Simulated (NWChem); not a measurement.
# AlHBr2 (SMILES [Br][AlH][Br]): levels of theory compared

We compute a comparison of 3 runs (HF/STO-3G, HF/3-21G, B3LYP/6-31G*) of AlHBr2. 

Program for the calculation: NWChem 7.3.0.

### 1 The system as given

AlHBr2 has 4 atoms, charge 0, and is taken as a singlet. As SMILES, `[Br][AlH][Br]`. Geometry: relaxed at PBE0-D4/def2-TZVP.

Bond lengths: Br1–Al2 2.241 Å, Al2–Br3 2.241 Å, Al2–H4 1.565 Å. Angles: Br1–Al2–Br3 118.4°, Br1–Al2–H4 120.8°, Br3–Al2–H4 120.8°.

### 2 Energy and forces at HF/STO-3G (run 1)

Input file run.py:

```python
from ase import Atoms
from ase.calculators.nwchem import NWChem

mol = Atoms('BrAlBrH', positions=[
    [-2.030600, 0.114200, -0.669400],
    [0.108600, 0.140700, -0.001500],
    [1.055400, -1.793000, 0.621100],
    [0.922200, 1.477800, 0.029500],
])

calc = NWChem(
    label='albr2h',
    theory='scf',
    memory='2200 mb',
    basis='STO-3G',
    basispar='spherical bse',
    scf={'nopen': '0', 'rhf': None, 'thresh': '1e-08', 'maxiter': '80'},
)
mol.calc = calc

forces = mol.get_forces()
print("Total energy (eV):", round(mol.get_potential_energy(), 6))
print("forces (eV/A):")
for s, f in zip(mol.symbols, forces):
    print(f"{s:2s} {f[0]:10.5f} {f[1]:10.5f} {f[2]:10.5f}")
print("dipole (e A):", mol.get_dipole_moment().round(4))
```

Started as:

```console
$ export ASE_NWCHEM_COMMAND="nwchem PREFIX.nwi > PREFIX.nwo"
$ python run.py
```

The program printed:

```text
Total energy (eV): -145011.621494
forces (eV/A):
Br    1.20888    0.00036    0.37985
Al    0.49540    0.81154    0.01939
Br   -0.54857    1.08681   -0.35512
H    -1.15566   -1.89866   -0.04417
dipole (e A): [0.2467 0.4058 0.0093]
```

The calculator wrote albr2h.nwi:

```
title "albr2h"

permanent_dir albr2h

scratch_dir albr2h

start albr2h

geometry units angstrom nocenter noautosym noautoz
  Br -2.0306000000000002e+00 1.1420000000000000e-01 -6.6940000000000000e-01
  Al 1.0860000000000000e-01 1.4069999999999999e-01 -1.5000000000000000e-03
  Br 1.0553999999999999e+00 -1.7929999999999999e+00 6.2109999999999999e-01
  H  9.2220000000000002e-01 1.4778000000000000e+00 2.9499999999999998e-02
end

memory 2200 mb

basis spherical bse noprint
   * library STO-3G
end

scf
  nopen 0
  rhf
  thresh 1e-08
  maxiter 80
end

task scf gradient
```

albr2h.nwo, shortened:

```text
[...]
      One-electron energy =  -8258.578731151340
[... 1 line left out ...]
 Nuclear repulsion energy =    398.743351636349
[... 54 lines left out ...]
                       ROHF Final Molecular Orbital Analysis
[... 145 lines left out ...]
     1   1 0 0      0.466254      0.000000    -60.089507
[...]
  wavefunction    =   RHF
                         RHF ENERGY GRADIENTS
    atom               coordinates                        gradient
                 x          y          z           x          y          z
   1 Br     -3.837278   0.215807  -1.264983   -0.023509  -0.000007  -0.007387
   2 Al      0.205224   0.265884  -0.002835   -0.009634  -0.015782  -0.000377
   3 Br      1.994417  -3.388279   1.173709    0.010668  -0.021135   0.006906
   4 H       1.742705   2.792637   0.055747    0.022474   0.036923   0.000859
[...]
```

Wall time 3.9 s (1 thread of Intel Xeon 6975P-C (Granite Rapids), shared host); peak memory 0.097 GiB.

### 3 Energy and forces at HF/3-21G (run 2)

Input file albr2h.nw:

```
start albr2h
title "AlBr2H"
memory stack 880 mb heap 220 mb global 1100 mb

geometry units angstroms noautosym nocenter noautoz
   Br   -2.030600    0.114200   -0.669400
   Al    0.108600    0.140700   -0.001500
   Br    1.055400   -1.793000    0.621100
   H     0.922200    1.477800    0.029500
end

basis "ao basis" spherical bse
   * library 3-21G
end

scf
   thresh 1e-08
   maxiter 80
   print medium
end

task scf gradient
```

Started as:

```console
$ nwchem albr2h.nw > albr2h.out
```

The program printed:

```text
[...]
  functions       =    59
[...]
  wavefunction    = RHF
[...]
         Total SCF energy =  -5361.382244213317
      One-electron energy =  -8272.916661277002
      Two-electron energy =   2512.791065427336
 Nuclear repulsion energy =    398.743351636349
        Time for solution =      2.3s
[...]
                         RHF ENERGY GRADIENTS
    atom               coordinates                        gradient
                 x          y          z           x          y          z
   1 Br     -3.837278   0.215807  -1.264983    0.022797  -0.000894   0.007316
   2 Al      0.205224   0.265884  -0.002835   -0.010499  -0.017217  -0.000407
   3 Br      1.994417  -3.388279   1.173709   -0.011119   0.020060  -0.006866
   4 H       1.742705   2.792637   0.055747   -0.001179  -0.001949  -0.000043
[...]
```

It took 3.9 s on 1 thread of Intel Xeon 6975P-C (Granite Rapids), shared host; peak memory 0.1 GiB.

### 4 Energy and gradient at B3LYP/6-31G(d) (Cartesian functions) (run 3)

Input file job.nw:

```
start job
title "AlBr2H B3LYP"
memory total 2200 mb
charge 0

geometry units angstrom noautosym nocenter noautoz
  Br   -2.030600    0.114200   -0.669400
  Al    0.108600    0.140700   -0.001500
  Br    1.055400   -1.793000    0.621100
  H     0.922200    1.477800    0.029500
end

basis "ao basis"
  * library 6-31G*
end

dft
  xc b3lyp
  grid fine
  convergence energy 1e-08
  iterations 100
  mulliken
  print medium
end

task dft gradient
```

Started as:

```console
$ nwchem job.nw > job.out
```

The program printed:

```text
[...]
          Wavefunction type:  closed shell.
          No. of atoms     :     4
          No. of electrons :    84
[...]
          Charge           :     0
          Spin multiplicity:     1
[...]
          AO basis - number of functions:    91
[...]
              XC Information
              --------------
                         B3LYP Method XC Potential
                     Hartree-Fock (Exact) Exchange  0.200
                        Slater Exchange Functional  0.800 local
                    Becke 1988 Exchange Functional  0.720 non-local
              Lee-Yang-Parr Correlation Functional  0.810
                  VWN I RPA Correlation Functional  0.190 local
[...]
 d= 0,ls=0.0,diis     1  -5390.8795195722 -5.79D+03  1.41D-02  2.68D+00     2.4
[...]
 d= 0,ls=0.0,diis     8  -5390.9297176999 -8.59D-10  9.13D-07  6.32D-09    13.1
         Total DFT energy =    -5390.929717699868
      One electron energy =    -8296.657499461200
           Coulomb energy =     2708.688495191456
    Exchange-Corr. energy =     -201.704065066473
 Nuclear repulsion energy =      398.743351636349
[...]
      Total Density - Mulliken Population Analysis
     ---------------------------------------------
    Atom       Charge   Shell Charges
 -----------   ------   -------------------------------------------------------
    1 Br  35    35.22   2.00  1.99  6.00  1.93  5.99  1.61  3.86  0.36  1.41  7.02  2.95  0.11
    2 Al  13    12.51   2.00  1.99  5.96  0.99  1.19  0.11  0.15  0.12
    3 Br  35    35.22   2.00  1.99  6.00  1.93  5.99  1.61  3.86  0.36  1.41  7.02  2.95  0.11
    4 H    1     1.04   0.49  0.56
[...]
  wavefunction    = closed shell
                         DFT ENERGY GRADIENTS
    atom               coordinates                        gradient
                 x          y          z           x          y          z
   1 Br     -3.837278   0.215807  -1.264983    0.005439  -0.000491   0.001792
   2 Al      0.205224   0.265884  -0.002835   -0.002065  -0.003360  -0.000085
   3 Br      1.994417  -3.388279   1.173709   -0.002892   0.004652  -0.001691
   4 H       1.742705   2.792637   0.055747   -0.000482  -0.000801  -0.000017
[...]
```

Run time: 20 s. Hardware: 1 thread of Intel Xeon 6975P-C (Granite Rapids), shared host; peak memory 0.12 GiB.

### 5 All runs side by side

```csv
run,level,Cartesian functions,iteration cap,energy (Eh),dipole moment (D),HOMO energy (eV),LUMO energy (eV),wall time
1,HF/STO-3G,no,80,-5329.078841,2.28,-8.29,7.16,3.9 s
2,HF/3-21G,no,80,-5361.382244,1.77,-11.31,0.87,3.9 s
3,B3LYP/6-31G* (Cartesian functions),yes,100,-5390.929718,1.05,-8.32,-1.86,20 s
```

### 6 Summary of results

| quantity | value |
| --- | --- |
| run 3: total energy | -5390.92972 Eh |
| run 3: dipole moment | 1.05 D |
| run 3: HOMO energy | -8.32 eV |
| run 3: LUMO energy | -1.86 eV |
| run 3: HOMO–LUMO gap | 6.46 eV |
| run 3: largest force on an atom | 0.296 eV/Å |

What this shows: The dipole moment (its size) runs from 1.05 D (B3LYP/6-31G*) to 2.28 D (HF/STO-3G). The two ends differ in method and basis. The HOMO–LUMO gap runs from 6.46 eV (B3LYP/6-31G*) to 15.45 eV (HF/STO-3G). In run 1 the basis is minimal, so the values are rough. All runs together took 27 s, the longest 20 s.
